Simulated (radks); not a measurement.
# A spherical quantum dot from 1 to 13 electrons

Which level does each new electron take in a Woods-Saxon well (radius 3.26 bohr*, depth 8.58 hartree*, edge 0.21 bohr*), and at which counts is the dot hardest to charge further? Each count tries a few candidate levels and keeps the lowest.

Method: non-relativistic spin-polarised Kohn-Sham, LDA (Slater exchange, Perdew-Wang correlation), spherically averaged shells; computed with radks, version 2.

## 1. The system

- well: a Woods-Saxon well (radius 3.26 bohr*, depth 8.58 hartree*, edge 0.21 bohr*)
- functional: LDA (Slater exchange, Perdew-Wang correlation)
- levels: named by radial order: 1s, 1p, 1d, 2s, 1f and so on
- units: effective atomic units, hartree* and bohr*
- configuration carried in: none

After this run come: N = 1; 2 electrons; 3 electrons; Electron number 4; N = 5; 6 electrons; Electron number 7; 8 electrons; N = 9; 10 electrons; 11 electrons; N = 12; Electron number 13.

What does the calculation give? Wanted: closed shells at N; largest addition energy; most unpaired electrons; polarisability at N = 2; configuration at N = 13.

As calculated:

| quantity | value |
| --- | --- |
| closed shells at N | 2 and 8 |
| largest addition energy | 0.872 hartree* at N = 8 (of N = 1 to 12) |
| most unpaired electrons | 5 at N = 13 |
| polarisability at N = 2 | 6.269 bohr*³ |
| configuration at N = 13 | 1s2 1p6 1d(up 5, down 0) |

**Reading.** Shells close at N = 2 and 8; the largest second difference falls on N = 8. The largest moment in range is 5, first at N = 13: exchange favours parallel spins in open shells. Spherical averaging forbids deformation, and the greedy search can miss a lower configuration.
